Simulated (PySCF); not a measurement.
**Accurate constants of CoH, step by step**

An exercise on one series of results from a longer session: the logs are not shown, and one member is left open.

Computed with PySCF 2.14.0. Level: CCSD(T) on ROHF, no relativity.

The first run:

```
molecule             : CoH
state                : triplet, unpaired electrons π ↑, δ ↑
smaller basis        : Co cc-pVTZ, H cc-pVTZ
larger basis         : Co cc-pVQZ, H cc-pVQZ
frozen core orbitals : 9
extrapolation        : correlation as n⁻³ (n = 3, 4), Hartree–Fock as (n+1)·exp(−9√n)
corrections          : none
distances (Å)        : 1.3548, 1.4164, 1.4780, 1.5396, 1.6012, 1.6781, 1.7551
masses (u)           : 58.9332, 1.0078
dissociation limit   : Co + H
```

Run with:

```console
$ OMP_NUM_THREADS=4 python comp.py task.json out
```

Among the steps run: Coupled cluster at each distance.

One of the session's tables, all rows but one given; the rest of the session is left out.

Parts of the energy along the bond, in eV from Co + H:

| R (Å) | HF/CBS | CCSD corr. | (T) |
| --- | --- | --- | --- |
| 1.3548 | 0.789 | -2.612 | -0.2898 |
| 1.4164 | ? | ? | ? |
| 1.4780 | 0.436 | -2.490 | -0.2764 |
| 1.5396 | 0.353 | -2.430 | -0.2679 |
| 1.6012 | 0.317 | -2.372 | -0.2590 |
| 1.6781 | 0.322 | -2.306 | -0.2480 |
| 1.7551 | 0.371 | -2.248 | -0.2377 |

Estimate the missing values for R (Å) = 1.4164.

Worked estimate for «HF/CBS». A straight line through the neighbours (1.3548, 0.789) and (1.4780, 0.436) gives 0.789 + (0.436 − 0.789) × (1.4164 − 1.3548) / (1.4780 − 1.3548) = 0.612; a parabola fitted to 3 rows on both sides gives 0.581.

**Answer.** HF/CBS: 0.576; CCSD corr.: -2.552; (T): -0.2840. In «HF/CBS» the line misses by +0.036 and the parabola by +0.005.

To keep in mind: Spin–orbit coupling, core–valence correlation and excitations beyond (T) are left out.
